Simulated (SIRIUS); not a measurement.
Input of a SIRIUS 7.12.0 run:

sirius.json

```json
{
  "control": {
    "processing_unit": "cpu",
    "verbosity": 2,
    "num_bands_to_print": 39,
    "print_forces": true,
    "print_stress": true
  },
  "parameters": {
    "electronic_structure_method": "pseudopotential",
    "xc_functionals": ["XC_GGA_X_PBE_SOL", "XC_GGA_C_PBE_SOL"],
    "gk_cutoff": 9.2,
    "pw_cutoff": 18.4,
    "ngridk": [11, 11, 11],
    "shiftk": [0, 0, 0],
    "smearing": "fermi_dirac",
    "smearing_width": 0.0018374661,
    "num_bands": 39,
    "num_mag_dims": 0,
    "num_dft_iter": 100,
    "energy_tol": 1e-08,
    "density_tol": 1e-06
  },
  "iterative_solver": {
    "type": "davidson",
    "min_tolerance": 1e-10
  },
  "mixer": {
    "type": "anderson",
    "beta": 0.7,
    "max_history": 8
  },
  "settings": {
    "tol_ne": 1e-10,
    "pseudo_grid_cutoff": 6.5
  },
  "unit_cell": {
    "lattice_vectors": [
      [-3.261383832185, 3.261383832185, 11.036000567814],
      [3.261383832185, -3.261383832185, 11.036000567814],
      [3.261383832185, 3.261383832185, -11.036000567814]
    ],
    "atom_coordinate_units": "lattice",
    "atom_types": ["Nb", "As"],
    "atom_files": {
      "As": "As.json",
      "Nb": "Nb.json"
    },
    "atoms": {
      "Nb": [
        [0.5, 0.0, 0.5],
        [0.75, 0.75, 0.0]
      ],
      "As": [
        [0.916, 0.416, 0.5],
        [0.166, 0.166, 0.0]
      ]
    }
  }
}
```

Potentials or basis: PseudoDojo 0.4.1 PBEsol standard (scalar relativistic).

The run is started by

```console
$ upf_to_json As.upf
$ upf_to_json Nb.upf
$ OMP_NUM_THREADS=4 sirius.scf --input=sirius.json --output=out.json --task=0
```

(1) What does it give for the band gap on the k mesh?

(2) What does it give for the largest force?

(3) Predict the pressure.

Answers

(1) 0.02 eV.

(2) 0.288 eV/Å.

(3) -2.2 GPa.

Caveat: an odd mesh through Γ misses points on the zone boundary, where band edges often lie.
